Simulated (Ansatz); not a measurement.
**C3H6BN: small, medium and large basis sets**

One table from this session's results is given with a row withheld; the runs are named, their logs left out.

Method: one geometry, several basis sets; program: Ansatz 0.2.0, Gaussian basis.

Levels to be run: PBE0-D4/def2-SVP; ωB97M-V/def2-SVP; PBE0-D4/def2-QZVPP; ωB97M-V/def2-QZVPP; the functionals' def2-TZVPP values are taken from earlier runs.

## The geometry

All runs share one geometry, relaxed beforehand with PBE0-D4 in a triple-zeta def2 set.

SMILES `BCN=C=C`, 11 atoms, charge 0, spin multiplicity 1.

Atoms are counted from 1 here; the program's logs count them from 0.

Bond lengths: B1–C2 1.553 Å, B1–H6 1.196 Å, B1–H7 1.194 Å, C2–N3 1.448 Å, C2–H8 1.102 Å, C2–H9 1.102 Å, N3–C4 1.211 Å, C4–C5 1.309 Å, C5–H10 1.082 Å, C5–H11 1.082 Å. Angles: C2–B1–H6 117.4°, C2–B1–H7 122.3°, H6–B1–H7 120.3°, B1–C2–N3 116.1°, B1–C2–H8 109.4°, B1–C2–H9 104.8°, N3–C2–H8 112.5°, N3–C2–H9 108.3°, H8–C2–H9 104.7°, C2–N3–C4 124.6°, N3–C4–C5 176.3°, C4–C5–H10 120.4°, C4–C5–H11 120.3°, H10–C5–H11 119.3°.

Set-up of the first run:

Input file in.yaml:

```yaml
crystal:
  periodic: [false, false, false]
  atoms:
    - {symbol: B, position_ang: [-1.578889, 0.692198, 1.228469]}
    - {symbol: C, position_ang: [-0.298433, -0.170646, 1.058497]}
    - {symbol: N, position_ang: [0.750792, 0.400340, 0.240825]}
    - {symbol: C, position_ang: [1.070572, -0.011013, -0.852044]}
    - {symbol: C, position_ang: [1.474347, -0.393202, -2.036581]}
    - {symbol: H, position_ang: [-2.469911, 0.232977, 1.881487]}
    - {symbol: H, position_ang: [-1.683886, 1.779627, 0.747811]}
    - {symbol: H, position_ang: [-0.581059, -1.184890, 0.734167]}
    - {symbol: H, position_ang: [0.091359, -0.301681, 2.080748]}
    - {symbol: H, position_ang: [1.011299, 0.008190, -2.927940]}
    - {symbol: H, position_ang: [2.279310, -1.109002, -2.134840]}
basis:
  gaussian: {orbitals: def2-SVP}
hamiltonian: {xc: pbe0, dispersion: d4}
output: {orbitals: {seedname: orbitals}}
```

Started as:

```bash
$ ansatz run in.yaml --threads 2 --pin off --events-out ev --progress --plain --max-ram 4352MiB
```

Steps of the session up to this table: PBE0-D4 in def2-SVP; ωB97M-V in def2-SVP; PBE0-D4 in def2-QZVPP; ωB97M-V in def2-QZVPP.

One of the session's tables, all rows but one given; the rest of the session is left out.

It belongs to the step «Density functionals: the series». 

| functional | basis | HOMO (eV) | LUMO (eV) |
| --- | --- | --- | --- |
| PBE0-D4 | def2-SVP | -6.47 | -1.55 |
| PBE0-D4 | def2-TZVPP | ? | ? |
| PBE0-D4 | def2-QZVPP | -6.63 | -1.64 |
| ωB97M-V | def2-SVP | -8.64 | 0.53 |
| ωB97M-V | def2-TZVPP | -8.80 | 0.32 |
| ωB97M-V | def2-QZVPP | -8.82 | 0.23 |

Q: Estimate the row for PBE0-D4, def2-TZVPP from the others.

The run gave: HOMO (eV): -6.61; LUMO (eV): -1.62. In the column «HOMO (eV)» it lies between PBE0-D4, def2-QZVPP (-6.63) and PBE0-D4, def2-SVP (-6.47).
